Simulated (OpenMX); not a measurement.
Runs of OpenMX 3.8.5 on MoSe. The structure is trigonal, space group P3m1 (No. 156). Conventional cell: a = 3.609 Å, b = 3.609 Å, c = 4.373 Å, α = 90.00°, β = 90.00°, γ = 120.00°. Mo (site symmetry 3m) has 3 Se at 2.12 Å as nearest neighbours. Se (site symmetry 3m) has 3 Mo at 2.12 Å as nearest neighbours. The cell was built by a generator and needn't be a form met in nature.

```csv
cell,pressure (GPa),largest force (eV/Å)
"P3m1, 24.67 Å³/atom",47.4,4.63
"P3m1, 21.9 Å³/atom",92.2,(a)
"P3m1, 23.73 Å³/atom",59.9,(b)
"P3m1, 21.02 Å³/atom",(c),11.06
"P3m1, 22.81 Å³/atom",74.8,7.33
```

Alike in all rows: task band structure; level PBE; potentials or basis OpenMX 2013 PBE set, Mo7.0-s3p2d2, Se7.0-s3p2d2, grid cutoff 400 Ry; no spin polarisation; k mesh 7 × 7 × 5; smearing fermi-dirac 0.05 eV.

Task: Estimate the missing entries.

Result: (a) 9.03; (b) 5.87; (c) 112.7.

Caveats: this functional lacks dispersion, which binds the layers, so the pressure and a relaxed spacing across them are unreliable; the basis of atomic orbitals isn't converged, which shifts pressures, moduli and gaps; forces of over 1 eV/Å show positions far from the minimum, so gaps and moduli don't describe the material at rest; the cell as given lies far from equilibrium (some runs).
